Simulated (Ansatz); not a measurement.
# InH₃ (singlet): from Hartree-Fock to the top rungs, def2-SVP

The task here is to estimate one member of a computed series from the others.

Program: Ansatz 0.2.0, Gaussian basis. Level of theory: def2-SVP, core rule «outside noble gas», up to 9 orbitals frozen. These are calculated values, not measurements.

To be run: UHF; CCSD(T) on RHF; CCSD(T) on UHF; BCCD(T) on RHF; CISD; CCSDT(Q) on RHF; CCSDT(Q) on UHF; CCSDTQ on RHF; CASSCF and MRCISD+Q, 6 electrons in 7 orbitals; CASSCF and NEVPT2, 6 electrons in 7 orbitals; Full CI.

21 further runs of the same task are left out: 7 for a known fault of the program, 6 that didn't finish, 8 set aside as unsound or not needed.

### The system

The geometry is a PBE0/def2-TZVP stationary point (not a proven minimum) of the parent state, kept for this charge and spin. No spin-orbit coupling is included. Elements past krypton take def2 core potentials.

4 atoms, charge 0, spin multiplicity 1.

Atoms are counted from 1 here; the program's logs count them from 0.

Bond lengths: In1–H2 1.760 Å, H3–H4 0.769 Å.

Set-up of the first run:

in.yaml

```yaml
crystal:
  periodic: [false, false, false]
  atoms:
    - {symbol: In, position_ang: [0.000000, 0.017034, -0.038458]}
    - {symbol: H, position_ang: [0.000000, -1.726316, -0.276632]}
    - {symbol: H, position_ang: [0.384545, -0.107040, 2.328746]}
    - {symbol: H, position_ang: [-0.384545, -0.107040, 2.328746]}
basis:
  gaussian: {orbitals: def2-SVP}
magnetization: {spin_polarized: true, initial_magnetization: 0}
hamiltonian: {xc: hf}
output: {orbitals: {seedname: orbitals}}
```

The run is started by

```console
> ansatz run in.yaml --threads 1 --pin off --events-out ev --progress --plain --max-ram 2393MiB
```

Steps of the session up to this table: UHF; CCSD(T) on RHF; CCSD(T) on UHF; BCCD(T) on RHF; CISD; CCSDT(Q) on RHF; CCSDT(Q) on UHF; CCSDTQ on RHF; CASSCF and MRCISD+Q, 6 electrons in 7 orbitals; CASSCF and NEVPT2, 6 electrons in 7 orbitals; Full CI.

One table of the session follows, with a row left open; its other results are not shown here.

| method | from FCI (kcal/mol) |
| --- | --- |
| RHF | +63.62 |
| UHF | +63.49 |
| RMP2 | +17.13 |
| RCCSD | +0.88 |
| RCCSD(T) | +0.22 |
| BCCD(T) | +0.22 |
| RCCSDT | +0.03 |
| RCCSDT(Q) | ? |
| RCCSDTQ | 0.00 |
| CASSCF valence | +27.58 |
| NEVPT2 valence | +9.28 |
| MRCISD valence | +0.61 |
| MRCISD+Q valence | -0.09 |
| FCI | 0 |

Estimate the missing values for RCCSDT(Q).

As computed: from FCI (kcal/mol): +0.01. In the column «from FCI (kcal/mol)» it lies between FCI (0) and RCCSDT (+0.03).

Not comparable, so not listed: CCSD(T) on UHF; CCSDT(Q) on UHF (they don't share determinant, frozen orbitals or solution with the rows shown, or repeat one).

To keep in mind: MRCISD+Q valence falls below full CI: the +Q correction isn't variational, and the cores differ from full CI's.
